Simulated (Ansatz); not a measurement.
Runs of Ansatz 0.2.0 on AlSn. It takes space group P-6m2 (No. 187, hexagonal). Conventional cell: a = 4.198 Å, b = 4.198 Å, c = 3.307 Å, α = 90.00°, β = 90.00°, γ = 120.00°. Around Sn (site symmetry -6m2) lie 6 Al at 2.93 Å and 2 Sn at 3.31 Å. Around Al (site symmetry -6m2) lie 6 Sn at 2.93 Å and 2 Al at 3.31 Å. The cell comes from a database or a generator and needn't be the stable form of this composition.

| task | level | cell | k mesh | points for each segment of the path | gap on the mesh (eV) | pressure (GPa) | relaxed volume (Å³/atom) |
| --- | --- | --- | --- | --- | --- | --- | --- |
| band structure | LDA | as given | 7 × 7 × 8 | 14 | none | -3.0 | - |
| relaxation of cell and atoms | RPBE+D3(BJ) | relaxed | 7 × 7 × 8 | - | none | 0.0 | 20.31 |
| relaxation of cell and atoms | PBEsol+D4 | relaxed | 7 × 7 × 8 | - | none | 0.0 | 23.80 |
| relaxation of cell and atoms | BLYP+D4 | relaxed | 7 × 7 × 8 | - | none | 0.0 | (b) |
| relaxation of cell and atoms | RPBE+D4 | relaxed | 7 × 7 × 8 | - | none | 0.0 | (a) |
| phonons | LDA | as given | 5 × 5 × 6 | - | none | - | - |

Alike in all rows: potentials or basis Ansatz PAW; no spin polarisation; cutoff (eV) 420; smearing fermi-dirac 0.05 eV.

Problem. Estimate the missing entries.

Solution. (a) 24.03; (b) 25.00.

Caveats: the PAW data sets come from PBE, with cores solved anew for the run's functional, which leaves a small shift of forces and pressure; the plane-wave basis is chosen anew once the cell has moved, so the energies of steps on either side of that aren't comparable (some runs); pairwise dispersion overbinds metals, which lowers pressure and volume (some runs); spin-orbit coupling is left out, which moves the levels of the heavy elements (some runs); the volume moved by over 15 % at a fixed basis, so the end points are rough (some runs).

A k mesh can miss the band edges, and the runs leave out spin-orbit coupling on Sn.

A gap of «none» marks a metal or a gap under the smearing width.

Runs at the PBE level aren't shown here.
